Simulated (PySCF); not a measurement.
# TcNCl4 (-2): NMR shieldings

Wanted: NMR shieldings for TcNCl4 (-2) (`[N]#[Tc-2]([Cl])([Cl])([Cl])[Cl]`).

Computed with PySCF 2.14.0 and routines of our own; the level stands in each step. Atoms count from 0.

### 1 The system as given

6 atoms, charge -2, multiplicity 1; geometry from: GFN2-xTB.

### 2 NMR shieldings: PBE/pcSseg-1 Tc:us-x2c-TZVPall-2c in water, spin–orbit

What the job is given:

```
{"job": {"kind": "hnmr", "xc": "PBE", "basis": {"default": "pcSseg-1", "Tc": "us-x2c-TZVPall-2c"}, "rel": "so", "solvent": "water"}, "charge": -2, "multiplicity": 1}
Tc     0.000080    -0.000170     0.075940
N      0.002120    -0.005610     1.774480
Cl     2.269080     0.015670    -0.465410
Cl    -0.013510     2.270930    -0.455600
Cl    -2.270340    -0.012780    -0.460000
Cl     0.012560    -2.268050    -0.469410
```

Level: PBE/pcSseg-1 Tc:us-x2c-TZVPall-2c GIAO NMR shielding, X2C with spin-orbit coupling, screened-nuclear two-electron part, Gaussian nuclei, IEF-PCM water.

The run is started by

```console
$ OMP_NUM_THREADS=1 python heavy_run.py task.json out
```

One launch serves the whole session: the jobs run in the order shown.

What it wrote:

```text
spin-free SCF
coarse grid: 38560 points
cycle   1  E = -6181.1142263349  dE =  3.322e+00  |g| = 3.828e+00  |ddm| = 1.558e+01
cycle   2  E = -6154.6637967626  dE =  2.645e+01  |g| = 1.443e+01  |ddm| = 2.041e+01
cycle   3  E = -6173.1837372597  dE = -1.852e+01  |g| = 7.951e+00  |ddm| = 9.993e+00
cycle   4  E = -6178.8511481391  dE = -5.667e+00  |g| = 5.529e+00  |ddm| = 4.088e+00
cycle   5  E = -6181.1301539807  dE = -2.279e+00  |g| = 4.291e+00  |ddm| = 3.314e+00
cycle   6  E = -6184.3290061489  dE = -3.199e+00  |g| = 2.408e+00  |ddm| = 2.110e+00
cycle   7  E = -6184.0689269874  dE =  2.601e-01  |g| = 2.721e+00  |ddm| = 1.053e+00
cycle   8  E = -6183.5876087026  dE =  4.813e-01  |g| = 3.102e+00  |ddm| = 3.421e-01
cycle   9  E = -6183.8480192480  dE = -2.604e-01  |g| = 2.871e+00  |ddm| = 1.950e-01
cycle  10  E = -6184.7372207467  dE = -8.892e-01  |g| = 1.711e+00  |ddm| = 2.153e+00
cycle  11  E = -6185.2637192628  dE = -5.265e-01  |g| = 5.777e-01  |ddm| = 1.220e+00
cycle  12  E = -6185.3225366685  dE = -5.882e-02  |g| = 6.935e-02  |ddm| = 2.831e-01
cycle  13  E = -6185.3231416186  dE = -6.050e-04  |g| = 4.663e-02  |ddm| = 6.049e-02
cycle  14  E = -6185.3235321325  dE = -3.905e-04  |g| = 5.407e-03  |ddm| = 2.243e-02
cycle  15  E = -6185.3235395963  dE = -7.464e-06  |g| = 1.411e-03  |ddm| = 6.385e-03
final grid: 72200 points
cycle  16  E = -6185.3232669135  dE =  8.714e-06  |g| = 7.014e-03  |ddm| = 4.270e-03
cycle  17  E = -6185.3228945673  dE =  3.723e-04  |g| = 4.579e-02  |ddm| = 2.333e-02
cycle  18  E = -6185.3232752297  dE = -3.807e-04  |g| = 1.936e-03  |ddm| = 1.996e-02
cycle  19  E = -6185.3232760619  dE = -8.322e-07  |g| = 3.497e-04  |ddm| = 1.755e-03
cycle  20  E = -6185.3232760874  dE = -2.545e-08  |g| = 6.014e-05  |ddm| = 3.040e-04
cycle  21  E = -6185.3232760880  dE = -6.221e-10  |g| = 3.134e-05  |ddm| = 8.093e-05
converged SCF energy = -6185.3232760880
two-component SCF
cycle   1  E = -6185.0688684363  dE = -6.185e+03  |FDS-SDF| = 2.390e+01
cycle   2  E = -6185.6321486171  dE = -5.633e-01  |FDS-SDF| = 2.945e-02
cycle   3  E = -6185.6321490431  dE = -4.259e-07  |FDS-SDF| = 6.161e-03
cycle   4  E = -6185.6321445363  dE =  4.507e-06  |FDS-SDF| = 5.545e-03
cycle   5  E = -6185.6321421351  dE =  2.401e-06  |FDS-SDF| = 6.626e-03
cycle   6  E = -6185.6321494042  dE = -7.269e-06  |FDS-SDF| = 2.526e-03
cycle   7  E = -6185.6321505773  dE = -1.173e-06  |FDS-SDF| = 9.562e-05
cycle   8  E = -6185.6321505793  dE = -1.986e-09  |FDS-SDF| = 1.538e-05
converged, E = -6185.6321505793

Field gradients (au) and densities at the nuclei (bohr^-3)
atom        Vxx        Vyy        Vzz        centre      nuclear mean
  0 Tc    -1.8818    -1.8845     3.7663      90287.207      90037.020
  1 N      0.2006     0.2009    -0.4015        187.031        187.031
  2 Cl    -0.3666    -1.1418     1.5084       2816.710       2816.658
  3 Cl    -0.3662    -1.1418     1.5080       2816.710       2816.658
  4 Cl    -0.3667    -1.1416     1.5083       2816.710       2816.658
  5 Cl    -0.3666    -1.1417     1.5083       2816.710       2816.658
without picture change
  0 Tc                           3.9361                    163680.567

Core orbital energies (eV)
atom   shell        mean    spread
  0 Tc 1s       -20833.234   0.000
  0 Tc 2s        -2970.526   0.000
  0 Tc 3s         -515.423   0.000
  0 Tc 4s          -70.932   0.000
  0 Tc 2p1/2     -2738.540   0.000
  0 Tc 2p3/2     -2621.134   0.136
  0 Tc 3p1/2      -426.436   0.000
  0 Tc 3p3/2      -406.724   0.338
  0 Tc 4p1/2       -45.210   0.000
  0 Tc 4p3/2       -42.185   0.603
  0 Tc 3d3/2      -249.365   0.324
  0 Tc 3d5/2      -245.656   0.434
  2 Cl 1s        -2747.080   0.000
  2 Cl 2s         -249.662   0.000
  2 Cl 3s          -18.671   0.000
  2 Cl 2p1/2      -189.826   0.000
  2 Cl 2p3/2      -188.184   0.093
  3 Cl 1s        -2747.080   0.000
  3 Cl 2s         -249.662   0.000
  3 Cl 3s          -18.672   0.000
  3 Cl 2p1/2      -189.826   0.000
  3 Cl 2p3/2      -188.185   0.093
  4 Cl 1s        -2747.080   0.000
  4 Cl 2s         -249.662   0.000
  4 Cl 3s          -18.671   0.000
  4 Cl 2p1/2      -189.826   0.000
  4 Cl 2p3/2      -188.184   0.093
  5 Cl 1s        -2747.080   0.000
  5 Cl 2s         -249.662   0.000
  5 Cl 3s          -18.672   0.000
  5 Cl 2p1/2      -189.826   0.000
  5 Cl 2p3/2      -188.184   0.093

vertical triplet (scalar unrestricted SCF): 1.682 eV

Shielding tensors (ppm)
atom      isotropic    diamagn.    paramagn.     s11        s22        s33       span
  0 Tc    -3920.96     3893.85    -7814.82   -4067.43   -4067.14   -3628.32     439.11
  1 N      -573.84      335.32     -909.16    -922.39    -922.17     123.04    1045.43
  2 Cl      986.76     1124.56     -137.80     799.21     871.42    1289.65     490.44
  3 Cl      986.70     1124.56     -137.86     798.98     871.32    1289.79     490.81
  4 Cl      986.85     1124.56     -137.70     799.32     871.52    1289.72     490.40
  5 Cl      986.81     1124.56     -137.75     799.09     871.49    1289.86     490.77
```

Wall time 84 s (1 thread of AMD EPYC 7R43, shared host); peak memory 0.98 GiB.

Key values:

```tsv
quantity	value
energy from spin-orbit coupling	-0.3089 Eh
```

### 3 NMR shieldings: PBE/pcSseg-1 Tc:us-x2c-TZVPall-2c in water, spin-free

What the job is given:

```
{"job": {"kind": "hnmr", "xc": "PBE", "basis": {"default": "pcSseg-1", "Tc": "us-x2c-TZVPall-2c"}, "rel": "sf", "solvent": "water"}, "charge": -2, "multiplicity": 1}
Tc     0.000080    -0.000170     0.075940
N      0.002120    -0.005610     1.774480
Cl     2.269080     0.015670    -0.465410
Cl    -0.013510     2.270930    -0.455600
Cl    -2.270340    -0.012780    -0.460000
Cl     0.012560    -2.268050    -0.469410
```

Method: PBE/pcSseg-1 Tc:us-x2c-TZVPall-2c GIAO NMR shielding, spin-free X2C, Gaussian nuclei, IEF-PCM water.

What it wrote:

```text
spin-free SCF
coarse grid: 38560 points
cycle   1  E = -6181.1142263349  dE =  3.322e+00  |g| = 3.828e+00  |ddm| = 1.558e+01
cycle   2  E = -6154.6637967626  dE =  2.645e+01  |g| = 1.443e+01  |ddm| = 2.041e+01
cycle   3  E = -6173.1837372597  dE = -1.852e+01  |g| = 7.951e+00  |ddm| = 9.993e+00
cycle   4  E = -6178.8511481391  dE = -5.667e+00  |g| = 5.529e+00  |ddm| = 4.088e+00
cycle   5  E = -6181.1301539807  dE = -2.279e+00  |g| = 4.291e+00  |ddm| = 3.314e+00
cycle   6  E = -6184.3290061489  dE = -3.199e+00  |g| = 2.408e+00  |ddm| = 2.110e+00
cycle   7  E = -6184.0689269874  dE =  2.601e-01  |g| = 2.721e+00  |ddm| = 1.053e+00
cycle   8  E = -6183.5876087026  dE =  4.813e-01  |g| = 3.102e+00  |ddm| = 3.421e-01
cycle   9  E = -6183.8480192480  dE = -2.604e-01  |g| = 2.871e+00  |ddm| = 1.950e-01
cycle  10  E = -6184.7372207467  dE = -8.892e-01  |g| = 1.711e+00  |ddm| = 2.153e+00
cycle  11  E = -6185.2637192628  dE = -5.265e-01  |g| = 5.777e-01  |ddm| = 1.220e+00
cycle  12  E = -6185.3225366685  dE = -5.882e-02  |g| = 6.935e-02  |ddm| = 2.831e-01
cycle  13  E = -6185.3231416186  dE = -6.050e-04  |g| = 4.663e-02  |ddm| = 6.049e-02
cycle  14  E = -6185.3235321325  dE = -3.905e-04  |g| = 5.407e-03  |ddm| = 2.243e-02
cycle  15  E = -6185.3235395963  dE = -7.464e-06  |g| = 1.411e-03  |ddm| = 6.385e-03
final grid: 72200 points
cycle  16  E = -6185.3232669135  dE =  8.714e-06  |g| = 7.014e-03  |ddm| = 4.270e-03
cycle  17  E = -6185.3228945673  dE =  3.723e-04  |g| = 4.579e-02  |ddm| = 2.333e-02
cycle  18  E = -6185.3232752297  dE = -3.807e-04  |g| = 1.936e-03  |ddm| = 1.996e-02
cycle  19  E = -6185.3232760619  dE = -8.322e-07  |g| = 3.497e-04  |ddm| = 1.755e-03
cycle  20  E = -6185.3232760874  dE = -2.545e-08  |g| = 6.014e-05  |ddm| = 3.040e-04
cycle  21  E = -6185.3232760880  dE = -6.221e-10  |g| = 3.134e-05  |ddm| = 8.093e-05
converged SCF energy = -6185.3232760880
check of the scalar solution
cycle   1  E = -6185.3232760879  dE = -6.185e+03  |FDS-SDF| = 3.359e+00
cycle   2  E = -6185.3240335841  dE = -7.575e-04  |FDS-SDF| = 2.686e-03
cycle   3  E = -6185.3240334922  dE =  9.192e-08  |FDS-SDF| = 7.266e-04
cycle   4  E = -6185.3240312073  dE =  2.285e-06  |FDS-SDF| = 3.660e-03
cycle   5  E = -6185.3240335860  dE = -2.379e-06  |FDS-SDF| = 6.685e-05
cycle   6  E = -6185.3240335869  dE = -9.204e-10  |FDS-SDF| = 2.711e-05
converged, E = -6185.3240335869

Field gradients (au) and densities at the nuclei (bohr^-3)
atom        Vxx        Vyy        Vzz        centre      nuclear mean
  0 Tc    -1.8841    -1.8868     3.7708      90258.305      90008.121
  1 N      0.2014     0.2016    -0.4030        187.032        187.032
  2 Cl    -0.3663    -1.1430     1.5093       2816.726       2816.674
  3 Cl    -0.3659    -1.1430     1.5089       2816.726       2816.674
  4 Cl    -0.3664    -1.1428     1.5092       2816.726       2816.674
  5 Cl    -0.3663    -1.1429     1.5092       2816.726       2816.674
without picture change
  0 Tc                           3.9444                    163683.841

Core orbital energies (eV)
atom   shell        mean    spread
  0 Tc 1s       -20833.910   0.000
  0 Tc 2s        -2970.652   0.000
  0 Tc 3s         -515.452   0.000
  0 Tc 4s          -70.938   0.000
  0 Tc 2p        -2659.267   0.202
  0 Tc 3p         -413.131   0.510
  0 Tc 4p          -43.167   1.025
  0 Tc 3d         -247.151   0.572
  2 Cl 1s        -2747.079   0.000
  2 Cl 2s         -249.661   0.000
  2 Cl 3s          -18.671   0.000
  2 Cl 2p         -188.730   0.157
  3 Cl 1s        -2747.079   0.000
  3 Cl 2s         -249.662   0.000
  3 Cl 3s          -18.672   0.000
  3 Cl 2p         -188.731   0.157
  4 Cl 1s        -2747.079   0.000
  4 Cl 2s         -249.661   0.000
  4 Cl 3s          -18.671   0.000
  4 Cl 2p         -188.730   0.157
  5 Cl 1s        -2747.079   0.000
  5 Cl 2s         -249.661   0.000
  5 Cl 3s          -18.671   0.000
  5 Cl 2p         -188.730   0.157

Shielding tensors (ppm)
atom      isotropic    diamagn.    paramagn.     s11        s22        s33       span
  0 Tc    -4390.43     4158.46    -8548.88   -4618.80   -4618.41   -3934.08     684.73
  1 N      -580.78      335.14     -915.92    -933.38    -933.15     124.19    1057.57
  2 Cl      994.04     1142.17     -148.14     796.39     889.60    1296.12     499.72
  3 Cl      993.98     1142.17     -148.20     796.16     889.50    1296.27     500.12
  4 Cl      994.14     1142.17     -148.04     796.51     889.70    1296.19     499.68
  5 Cl      994.09     1142.17     -148.08     796.27     889.68    1296.33     500.07
```

It took 27 s on 1 thread of AMD EPYC 7R43, shared host; peak memory 0.82 GiB.

### 4 Shieldings side by side

```tsv
run	Tc0	Cl4	Cl5	Cl2	Cl3	N1	time
step 2, PBE/pcSseg-1 Tc:us-x2c-TZVPall-2c in water, spin–orbit	-3921.0	986.9	986.8	986.8	986.7	-573.8	84 s
step 3, PBE/pcSseg-1 Tc:us-x2c-TZVPall-2c in water, spin-free	-4390.4	994.1	994.1	994.0	994.0	-580.8	27 s
```

### 5 What came out

| quantity | value |
| --- | --- |
| energy from spin-orbit coupling (step 2, PBE/pcSseg-1 Tc:us-x2c-TZVPall-2c in water, spin–orbit) | -0.3089 Eh |
| shieldings (step 2, PBE/pcSseg-1 Tc:us-x2c-TZVPall-2c in water, spin–orbit) | Tc0 -3921.0, N1 -573.8, Cl2 986.8, Cl3 986.7, Cl4 986.9, Cl5 986.8 ppm |
| shieldings (step 3, PBE/pcSseg-1 Tc:us-x2c-TZVPall-2c in water, spin-free) | Tc0 -4390.4, N1 -580.8, Cl2 994.0, Cl3 994.0, Cl4 994.1, Cl5 994.1 ppm |

What this shows: A continuum can't give the shift that close solvent molecules cause at an ion. A contracted two-component basis is stiff near heavy nuclei, so the absolute shieldings of the heavy atoms from it are rough. In step 2, N1 has the widest tensor, 1045 ppm. Tc0 moves most between the runs, by 469 ppm; the labels say what changes from run to run. The geometry comes from tight binding, which is rough for metal atoms, and these values hang on it.
